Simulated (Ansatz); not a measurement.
# Ca2Ge3N: the cost of one run

Program: Ansatz 0.2.0. Level of theory: DFT PBE, scalar-relativistic, plane waves, PAW. These are calculated values, not measurements.

**1. Starting point**

The structure is trigonal, space group R-3m (No. 166). The conventional cell has a = 5.494 Å, b = 5.494 Å, c = 13.497 Å, α = 90.00°, β = 90.00°, γ = 120.00°. Ca (site symmetry 3m) is surrounded by 9 Ge at 3.22 to 3.24 Å and 3 N at 3.22 Å and 4 Ca at 3.35 to 3.37 Å. Around Ge (site symmetry 2/m) lie 4 Ge at 2.75 Å and 2 N at 2.75 Å. N (site symmetry -3m) is surrounded by 6 Ge at 2.75 Å and 6 Ca at 3.22 Å.

Coordinates:

```xyz
6
Lattice="2.7472 1.5861 4.4991 -2.7472 1.5861 4.4991 0.0000 -3.1722 4.4991" Properties=species:S:1:pos:R:3 pbc="T T T"
Ca    0.0000    0.0000    1.6738
Ca    0.0000    0.0000   11.8235
Ge    1.3736   -0.7931    4.4991
Ge   -1.3736   -0.7931    4.4991
Ge    0.0000    1.5861    4.4991
N     0.0000    0.0000    6.7486
```

A structure generator made this guess: species swapped into a database cell of Er2Al3Ga (R-3m, No. 166), with Ca on the Er sites, Ge on the Al sites and N on the Ga sites. Lengths come from tabulated atomic sizes and are only a guess.

**2. The guess as it stands, on a coarse mesh**

input.yaml

```yaml
crystal:
  lattice:
    - [2.74724066, 1.58612013, 4.49908458]
    - [-2.74724066, 1.58612013, 4.49908458]
    - [0.0, -3.17224026, 4.49908458]
  atoms:
    - { symbol: Ca, position: [0.12400857, 0.12400857, 0.12400857] }
    - { symbol: Ca, position: [0.87599143, 0.87599143, 0.87599143] }
    - { symbol: Ge, position: [0.5, 0.0, 0.5] }
    - { symbol: Ge, position: [0.0, 0.5, 0.5] }
    - { symbol: Ge, position: [0.5, 0.5, 0.0] }
    - { symbol: "N", position: [0.5, 0.5, 0.5] }
basis:
  ecutwfc: 420
kpoints:
  mp_grid: { grid: [6, 6, 6] }
hamiltonian:
  xc: pbe
scf:
  occupations: { method: gaussian, width: 0.1 }
  lower_state_search: "off"
output:
  forces: true
  stress: true
  eigenvalues: true
```

Started as:

```sh
ansatz run input.yaml --threads 1 --pin off --max-ram 2560MiB --backend cpu --events-out ev --progress --plain --runs-dir out
```

What time and memory should one allow on 1 thread of Intel Xeon Platinum 8259CL at 2.50GHz (Skylake/Cascade Lake), shared host?

About 8.7 s, with a peak of 0.5 GiB.
